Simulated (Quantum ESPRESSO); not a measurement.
HPbNO4:

```xyz
7
Lattice="4.1992 0.1112 0.1682 1.9160 3.8913 0.1257 1.7609 1.2526 6.3727" Properties=species:S:1:pos:R:3 pbc="T T T"
H     6.1559    3.5396    4.2374
Pb    3.9410    4.7367    5.7714
N     2.1622    1.5295    2.0021
O     6.1170    3.6060    5.2180
O     2.2525    1.0554    0.8130
O     2.1821    0.7481    2.9790
O     2.0545    2.7723    2.1460
```

The cell was built by a generator and needn't be a form met in nature.

```yaml
Program: Quantum ESPRESSO 7.5
Task: single point
Functional: PBE
Potentials_or_basis: SSSP 1.3 efficiency PBE
Cutoff: 816 eV
Density_cutoff: 6531 eV
k_mesh: 7 × 7 × 5
Occupations: fermi-dirac, width 0.05 eV
Spin: no spin polarisation
```

On this cell: pressure -0.2 GPa; largest force 0.033 eV/Å; band gap on the k mesh 2.80 eV, indirect (least direct gap 2.83 eV).

The same run follows on a disturbed copy (atoms moved at random, drawn with an rms of 0.05 Å):

```xyz
7
Lattice="4.1992 0.1112 0.1682 1.9160 3.8913 0.1257 1.7609 1.2526 6.3727" Properties=species:S:1:pos:R:3 pbc="T T T"
H     6.0968    3.5011    4.2663
Pb    3.9211    4.6970    5.7934
N     2.2091    1.5515    2.0041
O     6.1304    3.5750    5.1987
O     2.2001    1.0010    0.8107
O     2.1958    0.7900    2.9763
O     2.0005    2.7556    2.1324
```

Task: What changes?

Result: The energy moves by +28.2 meV/atom; pressure 2.0 GPa; largest force 2.564 eV/Å; band gap on the k mesh 2.80 eV, indirect (least direct gap 2.82 eV).

Forces in eV/Å, atoms in the order of the input:
```
H    0.045 -0.125 -2.410
Pb   0.008  0.033 -0.061
N   -1.723 -1.677 -0.890
O   -0.095  0.163  2.477
O    0.663  0.804  0.335
O    0.656 -0.689  0.889
O    0.446  1.491 -0.341
```

Stress tensor (GPa, compression positive):
```
-0.64 -0.51  0.15
-0.51  2.44 -1.98
 0.15 -1.98  4.25
```

Caveats: spin-orbit coupling is left out, which as a rule narrows the gap of such compounds by several tenths of an eV; an odd mesh through Γ misses points on the zone boundary, where band edges often lie.
